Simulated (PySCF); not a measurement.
# F3OW (W(O)(F)3-): the cost of one run

Computed with PySCF 2.14.0. Level: several levels, as the steps say, no spin–orbit coupling.

5 further runs of the same task are left out: 2 for a known fault of the program, 1 that didn't finish, 2 set aside as unsound or not needed. Runs told in other sessions of the task aren't counted.

### Step 1. The starting structure

5 atoms, charge -1, spin multiplicity 1.

Bond lengths: W1–O2 1.732 Å, W1–F3 1.889 Å, W1–F4 1.955 Å, W1–F5 1.889 Å. Angles: O2–W1–F3 97.0°, O2–W1–F4 160.3°, O2–W1–F5 97.0°, F3–W1–F4 85.2°, F3–W1–F5 162.7°, F4–W1–F5 85.2°.

Coordinates:

```xyz
5
charge -1, multiplicity 1
W     0.0651    0.0000   -0.0003
O     1.7653    0.0000    0.3281
F    -0.1277    1.8673   -0.2085
F    -1.8669    0.0000    0.2970
F    -0.1277   -1.8673   -0.2085
```

Formal oxidation states: W +4. An earlier session relaxed this geometry at r2SCAN, W def2-SVP with ECP60, O def2-SVP, F def2-SVP (singlet, point group Cs).

At r2SCAN on the finer grid: E = -441.684866 Eh, HOMO 0.13 eV, LUMO 1.90 eV, Mulliken charge on W1 +0.67 e, largest force component 0.033 eV/Å. The highest filled level lies above zero; it isn't the detachment energy.

Levels to run: revPBE; CAM-B3LYP; PBE; TPSSh; r2SCAN, TZVP; r2SCAN, x2c-SVP. Hardware: 2 threads of Arm Neoverse V1, shared host.

### Step 2. revPBE

Contents of run.py (the lines that set the calculation):

```python
mol = gto.M(atom='''
W      0.06506     0.00000    -0.00025
O      1.76530     0.00000     0.32809
F     -0.12770     1.86731    -0.20850
F     -1.86694     0.00000     0.29699
F     -0.12770    -1.86731    -0.20850''',
    basis={'W': 'def2-SVP', 'O': 'def2-SVP', 'F': 'def2-SVP'},
    ecp={'W': 'def2-SVP'},
    charge=-1, spin=0)
mf = dft.RKS(mol, xc='PBE_R,PBE')
mf.grids.atom_grid = (75, 302)
mf = mf.density_fit()  # fitting sets: W def2-universal-JKFIT, O def2-universal-JKFIT, F def2-universal-JKFIT
mf.conv_tol = 1e-08; mf.max_cycle = 55
mf.kernel(dm0)  # dm0: the density of the relaxed state
```

Command:

```
$ OMP_NUM_THREADS=2 python run.py
```

**Question.** How long does this run take on 2 threads of Arm Neoverse V1, shared host?

About 3.5 s.
